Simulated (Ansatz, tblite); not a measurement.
# The cluster In₇Sb₇: a ladder of methods and basis sets

One table from this session's results is given with a row withheld; the runs are named, their logs left out.

The runs use Ansatz 0.2.0, Gaussian basis; as each input shows.

Levels to be run: GFN1-xTB, PBE-D4/def2-TZVP, r2SCAN-D4/def2-TZVP, BLYP-D4/def2-TZVP, LDA/def2-TZVP, B3LYP-D4/def2-TZVP, PBE-D4/def2-SVP, PBE0-D4/def2-SVP, MP2/def2-SVP, RPA/def2-SVP.

## The geometry

The geometry is that of the singlet, from an earlier relaxation (r2SCAN-D4/def2-SVP).

14 atoms, charge 0, spin multiplicity 1.

Bond lengths: In1–Sb2 2.752 Å, In1–In6 3.196 Å, In1–Sb10 2.843 Å, In1–Sb12 2.954 Å, Sb2–In6 2.689 Å, In3–Sb4 3.109 Å, In3–Sb9 3.197 Å, Sb4–In5 2.877 Å, Sb4–In8 2.960 Å, Sb4–In13 2.895 Å, In5–Sb7 2.844 Å, In5–In11 3.174 Å, In5–Sb14 2.909 Å, In6–Sb7 2.787 Å, Sb7–Sb12 2.889 Å, In8–Sb9 2.785 Å, In8–Sb10 2.793 Å, In8–In13 3.148 Å and more. Angles: Sb2–In1–In6 53.1°, Sb2–In1–Sb10 147.6°, Sb2–In1–Sb12 118.1°, In6–In1–Sb10 156.5°, In6–In1–Sb12 67.1°, Sb10–In1–Sb12 94.3°, In1–Sb2–In6 71.9°, Sb4–In3–Sb9 87.9°, In3–Sb4–In5 141.1°, In3–Sb4–In8 74.6°, In3–Sb4–In13 71.5°, In5–Sb4–In8 113.5°, In5–Sb4–In13 78.0°, In8–Sb4–In13 65.0°, Sb4–In5–Sb7 124.3°, Sb4–In5–In11 78.8°, Sb4–In5–Sb14 99.4°, Sb7–In5–In11 104.1° and more.

In, Sb take a core potential in the def2 sets. No spin-orbit coupling is included.

PBE0-D4/def2-TZVP was run before; its log isn't repeated, and its numbers join the tables.

Set-up of the first run:

Tight binding, by tblite at 300 K electronic temperature and without a spin-polarisation term:

```python
tblite.interface.Calculator('GFN1-xTB', numbers, positions, charge=0, uhf=0).singlepoint()
```

start.molden holds the orbitals of an earlier run on this state, given as this run's starting guess.

in.yaml

```yaml
crystal:
  periodic: [false, false, false]
  atoms:
    - {symbol: In, position_ang: [0.795782, -1.870563, 1.536851]}
    - {symbol: Sb, position_ang: [-1.182743, -3.766017, 1.796987]}
    - {symbol: In, position_ang: [-1.403201, -0.989499, -4.194889]}
    - {symbol: Sb, position_ang: [-1.243399, -0.471455, -1.133762]}
    - {symbol: In, position_ang: [-1.521369, 1.642382, 0.797372]}
    - {symbol: In, position_ang: [-2.064881, -1.481925, 2.907349]}
    - {symbol: Sb, position_ang: [-2.127332, 1.230755, 3.544906]}
    - {symbol: In, position_ang: [1.550780, -0.915254, -2.003661]}
    - {symbol: Sb, position_ang: [1.465442, 0.397769, -4.458431]}
    - {symbol: Sb, position_ang: [3.198892, -1.069210, 0.245422]}
    - {symbol: In, position_ang: [1.636250, 1.350614, 0.652002]}
    - {symbol: Sb, position_ang: [0.659949, 0.527383, 3.256894]}
    - {symbol: In, position_ang: [-0.022693, 1.763797, -2.509597]}
    - {symbol: Sb, position_ang: [0.231825, 3.624724, -0.411442]}
basis:
  gaussian: {orbitals: def2-TZVP, fitting: {mean_field: def2-universal-jkfit}, initial_orbitals: start.molden}
hamiltonian: {xc: pbe, dispersion: d4}
scf: {omitted_lower_state_checks: [starts]}
output: {forces: true, orbitals: {seedname: orbitals}}
```

Launch:

```console
ansatz run in.yaml --threads 2 --pin off --events-out ev --progress --plain --max-ram 31744MiB --backend cuda --devices 0, --max-vram 18GiB
```

Among the steps run: PBE-D4/def2-TZVP; r2SCAN-D4/def2-TZVP; BLYP-D4/def2-TZVP; LDA/def2-TZVP; B3LYP-D4/def2-TZVP; PBE-D4/def2-SVP; PBE0-D4/def2-SVP; MP2/def2-SVP; RPA/def2-SVP.

One table of the session follows, with a row left open; its other results are not shown here.

It belongs to the step «Binding energy». 

```
              level  binding an atom (eV)
        HF/def2-SVP                 0.699
      LDA/def2-TZVP                 2.782
    PBE-D4/def2-SVP                 2.256
   PBE-D4/def2-TZVP                 2.288
  BLYP-D4/def2-TZVP                 2.116
r2SCAN-D4/def2-TZVP                 2.148
 B3LYP-D4/def2-TZVP                     ?
   PBE0-D4/def2-SVP                 2.152
  PBE0-D4/def2-TZVP                 2.192
       RPA/def2-SVP                 1.752
       MP2/def2-SVP                 1.960
```

Q: Estimate the row for B3LYP-D4/def2-TZVP from the others.

The run gave: binding an atom (eV): 2.086. In the column «binding an atom (eV)» it lies between MP2/def2-SVP (1.960) and BLYP-D4/def2-TZVP (2.116).

To keep in mind: Free atoms were run apart at each level; binding is atoms less cluster, divided by the number of atoms, without zero-point or spin-orbit terms.
